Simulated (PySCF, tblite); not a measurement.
# C₆H₁₁O₂S−: geometry, infrared bands and NMR shifts

What infrared bands and NMR shifts should C₆H₁₁O₂S− (`[CH2-]S(=O)(=O)CC1CCC1`) show?

Programs: tblite 0.8.0 and PySCF 2.14.0, with density-fitted response routines of our own. Each step states its level of theory. These are calculated values for one molecule in the gas phase, unless marked as measured. Atoms are numbered from 0 throughout.

## 1. The molecule as given

20 atoms, charge -1, multiplicity 1; geometry from: force field or distance geometry start.

Bonds of the start (Å): C0–S1 1.79, S1–O2 1.50, S1–O3 1.51, S1–C4 1.77, C4–C5 1.51, C5–C6 1.53, C6–C7 1.53, C7–C8 1.53, C8–C5 1.51, C0–H9 1.12, C0–H10 1.12, C4–H11 1.13, C4–H12 1.11, C5–H13 1.09, C6–H14 1.11, C6–H15 1.10, C7–H16 1.11, C7–H17 1.11, C8–H18 1.11, C8–H19 1.11.

## 2. Geometry optimisation with GFN2-xTB

The job: settings as JSON, then the geometry in Å.

```
{"job": {"kind": "relax", "xc": "GFN2-xTB", "basis": "xTB"}, "charge": -1, "multiplicity": 1}
C      3.529100     0.020800     0.051600
S      1.980600    -0.872800    -0.047600
O      1.716400    -1.648200     1.213200
O      2.115400    -1.822100    -1.208800
C      0.728100     0.314100    -0.424000
C     -0.645300    -0.309900    -0.544300
C     -1.636000     0.802900    -0.884600
C     -2.552500     0.319500     0.239800
C     -1.368300    -0.489600     0.765700
H      3.350500     1.009800     0.536100
H      3.876100     0.241800    -0.986300
H      0.960600     0.688900    -1.464100
H      0.756300     1.150900     0.309500
H     -0.776000    -1.141300    -1.234400
H     -1.193400     1.791100    -0.654900
H     -2.040100     0.652800    -1.896200
H     -2.838900     1.157900     0.914700
H     -3.393100    -0.290000    -0.162100
H     -1.706800    -1.518100     0.998700
H     -0.867900    -0.047900     1.655600
```

On the command line:

```sh
> OMP_NUM_THREADS=1 python probes_run.py task.json out
```

One launch serves the whole session: the jobs run in the order shown.

**Question.** This job is followed by: GFN2-xTB harmonic vibrations, gas phase; GIAO PBE0/pcSseg-1 NMR shielding, non-relativistic, gas phase. What will the session give for the following? strongest single infrared mode (GFN2-xTB); zero-point energy (GFN2-xTB); 13C shifts against TMS (PBE0/pcSseg-1, means over atoms taken as alike); 1H shifts against TMS (PBE0/pcSseg-1, means over atoms taken as alike); 33S shifts against CS2 (PBE0/pcSseg-1); 17O shifts against H2O (PBE0/pcSseg-1, means over atoms taken as alike).

**Answer**, as computed:

```
                                                               quantity                                         value
                              strongest single infrared mode (GFN2-xTB)                          760 cm⁻¹, 385 km/mol
                                           zero-point energy (GFN2-xTB)                                 99.9 kcal/mol
13C shifts against TMS (PBE0/pcSseg-1, means over atoms taken as alike)              80.7, 39.5, 31.5, 29.7, 18.4 ppm
 1H shifts against TMS (PBE0/pcSseg-1, means over atoms taken as alike)  3.45, 2.20, 2.06, 1.81, 1.65, 1.59, 0.87 ppm
                                 33S shifts against CS2 (PBE0/pcSseg-1)                                       352 ppm
17O shifts against H2O (PBE0/pcSseg-1, means over atoms taken as alike)                                     210.7 ppm
```

What this shows: Relaxing lowered the energy by 1.100 eV in 68 steps; the close pair that moved most is S1–C4, from 1.766 to 1.906 Å. All 54 modes are real, so the xTB geometry is a minimum. The strongest single mode, at 760 cm⁻¹, is carried by C0, S1, H10, H9. GFN2-xTB is a fitted tight-binding method: band positions and strengths are rough. Its intensities can rank the bands wrongly. At PBE0/pcSseg-1: The largest span, 190 ppm, is at S1, where the paramagnetic term is -900 ppm.
